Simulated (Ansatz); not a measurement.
**C4H10BNO: small, medium and large basis sets**

How large a basis does C4H10BNO need? Two functionals are run in growing sets.

Computed with Ansatz 0.2.0, Gaussian basis. Level: one geometry, several basis sets.

The runs, in order: PBE0-D4/def2-SVP; ωB97M-V/def2-SVP; PBE0-D4/def2-QZVPP; ωB97M-V/def2-QZVPP; the functionals' def2-TZVPP values are taken from earlier runs.

1 further run of the same task is left out (it didn't finish). Runs told in other sessions of the task aren't counted.

### 1 Structure used throughout

All runs share one geometry, relaxed beforehand with PBE0-D4 in a triple-zeta def2 set.

17 atoms, charge 0, spin multiplicity 1.

Atoms are counted from 1 here; the program's logs count them from 0.

Bond lengths: C1–C2 1.448 Å, C1–H8 1.092 Å, C1–H9 1.091 Å, C1–H10 1.091 Å, C2–N3 1.150 Å, B4–C5 1.569 Å, B4–C6 1.570 Å, B4–O7 1.370 Å, C5–H11 1.096 Å, C5–H12 1.094 Å, C5–H13 1.092 Å, C6–H14 1.093 Å, C6–H15 1.097 Å, C6–H16 1.094 Å, O7–H17 0.961 Å. Angles: C2–C1–H8 108.9°, C2–C1–H9 110.2°, C2–C1–H10 110.0°, H8–C1–H9 109.6°, H8–C1–H10 109.2°, H9–C1–H10 108.9°, C1–C2–N3 179.0°, C5–B4–C6 122.4°, C5–B4–O7 116.8°, C6–B4–O7 120.9°, B4–C5–H11 109.8°, B4–C5–H12 110.7°, B4–C5–H13 113.6°, H11–C5–H12 105.8°, H11–C5–H13 107.7°, H12–C5–H13 109.0°, B4–C6–H14 112.5°, B4–C6–H15 107.6° and more.

Coordinates:

```
C     2.3229    0.9493    0.8929
C     1.0532    1.6355    1.0081
N     0.0357    2.1632    1.0950
B    -0.7694   -0.8310   -0.2914
C    -0.1035   -0.4472   -1.6596
C    -2.2654   -0.4877    0.0410
O     0.0243   -1.4725    0.6226
H     2.1405   -0.1255    0.8372
H     2.9494    1.1690    1.7586
H     2.8418    1.2726   -0.0107
H    -0.5764   -1.0096   -2.4728
H    -0.2737    0.6090   -1.8901
H     0.9690   -0.6497   -1.6956
H    -2.9210   -0.5900   -0.8274
H    -2.3059    0.5677    0.3372
H    -2.6901   -1.0714    0.8636
H    -0.4504   -1.6819    1.4314
```

### 2 PBE0-D4 in def2-SVP

Contents of in.yaml:

```yaml
crystal:
  periodic: [false, false, false]
  atoms:
    - {symbol: C, position_ang: [2.322932, 0.949280, 0.892924]}
    - {symbol: C, position_ang: [1.053182, 1.635528, 1.008099]}
    - {symbol: N, position_ang: [0.035653, 2.163201, 1.095035]}
    - {symbol: B, position_ang: [-0.769355, -0.830999, -0.291396]}
    - {symbol: C, position_ang: [-0.103518, -0.447212, -1.659618]}
    - {symbol: C, position_ang: [-2.265405, -0.487738, 0.040973]}
    - {symbol: O, position_ang: [0.024295, -1.472473, 0.622598]}
    - {symbol: H, position_ang: [2.140486, -0.125530, 0.837222]}
    - {symbol: H, position_ang: [2.949356, 1.169042, 1.758648]}
    - {symbol: H, position_ang: [2.841813, 1.272619, -0.010652]}
    - {symbol: H, position_ang: [-0.576417, -1.009637, -2.472820]}
    - {symbol: H, position_ang: [-0.273662, 0.608982, -1.890090]}
    - {symbol: H, position_ang: [0.968994, -0.649746, -1.695570]}
    - {symbol: H, position_ang: [-2.921032, -0.590018, -0.827415]}
    - {symbol: H, position_ang: [-2.305910, 0.567690, 0.337197]}
    - {symbol: H, position_ang: [-2.690094, -1.071352, 0.863617]}
    - {symbol: H, position_ang: [-0.450417, -1.681936, 1.431449]}
basis:
  gaussian: {orbitals: def2-SVP}
hamiltonian: {xc: pbe0, dispersion: d4}
output: {orbitals: {seedname: orbitals}}
```

Command:

```bash
$ ansatz run in.yaml --threads 4 --pin off --events-out ev --progress --plain --max-ram 11315MiB
```

The runs that follow: ωB97M-V in def2-SVP; PBE0-D4 in def2-QZVPP; ωB97M-V in def2-QZVPP.

Q: Predict the results of all the runs planned. Wanted: PBE0-D4: double and triple zeta above quadruple; ωB97M-V: double and triple zeta above quadruple.

As calculated:

```
                                       quantity           value
PBE0-D4: double and triple zeta above quadruple  10.12, 0.48 eV
ωB97M-V: double and triple zeta above quadruple  10.55, 0.46 eV
```

What this shows: For PBE0-D4 the step from double to triple zeta gains 9.64 eV and the next only 0.48 eV. Total energies overstate the basis error of differences, where much of it tends to cancel. The LUMO of ωB97M-V is positive and keeps falling with the basis (2.92 to 1.31 eV): an unbound level that the basis holds in place.
